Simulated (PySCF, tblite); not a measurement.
# C2H10FNSi2: geometry, infrared bands and NMR shifts

Aim: predict the infrared bands and NMR shifts of C2H10FNSi2 (`CCN([SiH3])[SiH2]F`).

Programs: tblite 0.8.0 and PySCF 2.14.0, with density-fitted response routines of our own. Each step states its level of theory. These are calculated values for one molecule in the gas phase, unless marked as measured. Atoms are numbered from 0 throughout.

## (1) Starting geometry

16 atoms, charge 0, multiplicity 1; geometry from: force field or distance geometry start.

Bonds of the start (Å): C0–C1 1.47, C1–N2 1.43, N2–Si3 1.78, N2–Si4 1.77, Si4–F5 1.66, C0–H6 1.10, C0–H7 1.12, C0–H8 1.11, C1–H9 1.13, C1–H10 1.12, Si3–H11 1.50, Si3–H12 1.44, Si3–H13 1.48, Si4–H14 1.47, Si4–H15 1.48.

## (2) Geometry optimisation with GFN2-xTB

What the job is given:

```
{"job": {"kind": "relax", "xc": "GFN2-xTB", "basis": "xTB"}, "charge": 0, "multiplicity": 1}
C     -1.868700    -0.833700    -0.083400
C     -0.409300    -0.922100     0.050300
N      0.370500     0.101400    -0.574800
Si     2.073500    -0.279800    -0.235700
Si    -0.091800     1.696400     0.048800
F      1.182400     2.677800     0.476900
H     -2.135400    -1.015300    -1.133500
H     -2.313700    -1.593800     0.600800
H     -2.305400     0.144600     0.201800
H     -0.104100    -1.913800    -0.395800
H     -0.102900    -0.933600     1.127200
H      2.284700     0.077500     1.203900
H      2.923300     0.522100    -1.071100
H      2.303400    -1.735200    -0.393500
H     -0.997600     1.634700     1.210200
H     -0.816300     2.381700    -1.043500
```

Started as:

```
$ OMP_NUM_THREADS=1 python probes_run.py task.json out
```

The driver reads the jobs from task.json and runs them one after another.

**Question.** This job is followed by: GFN2-xTB harmonic vibrations, gas phase; GIAO PBE0/pcSseg-1 NMR shielding, non-relativistic, gas phase. What will the session give for the following? strongest single infrared mode (GFN2-xTB); zero-point energy (GFN2-xTB); ¹³C shifts against TMS (PBE0/pcSseg-1); ¹H shifts against TMS (PBE0/pcSseg-1, means over atoms taken as alike); ¹⁵N shifts against NH3 (PBE0/pcSseg-1); ²⁹Si shifts against TMS (PBE0/pcSseg-1); ¹⁹F shifts against CFCl3 (PBE0/pcSseg-1).

As calculated:

| quantity | value |
| --- | --- |
| strongest single infrared mode (GFN2-xTB) | 2276 cm⁻¹, 415 km/mol |
| zero-point energy (GFN2-xTB) | 72.0 kcal/mol |
| ¹³C shifts against TMS (PBE0/pcSseg-1) | 45.2, 21.1 ppm |
| ¹H shifts against TMS (PBE0/pcSseg-1, means over atoms taken as alike) | 5.24, 4.81, 3.10, 1.15 ppm |
| ¹⁵N shifts against NH3 (PBE0/pcSseg-1) | 33.0 ppm |
| ²⁹Si shifts against TMS (PBE0/pcSseg-1) | -11.6, -50.4 ppm |
| ¹⁹F shifts against CFCl3 (PBE0/pcSseg-1) | -195.6 ppm |

In words: The optimisation took 212 steps and gained 0.870 eV; among the close pairs (by a distance rule), Si4–F5 changed most, from 1.664 to 1.605 Å. No mode is imaginary among the 42: a minimum at this level. The strongest single mode, at 2276 cm⁻¹, moves mainly H15. Unscaled tight-binding wavenumbers are off by several per cent, some by more. Its intensities can rank the bands wrongly. C1 (sp3 CH2 bonded to N) lies farthest downfield among carbon, at 45.2 ppm; pulled downfield by the heteroatom. At PBE0/pcSseg-1: Shielding is most anisotropic at Si3 (span 122 ppm, paramagnetic term -481 ppm).
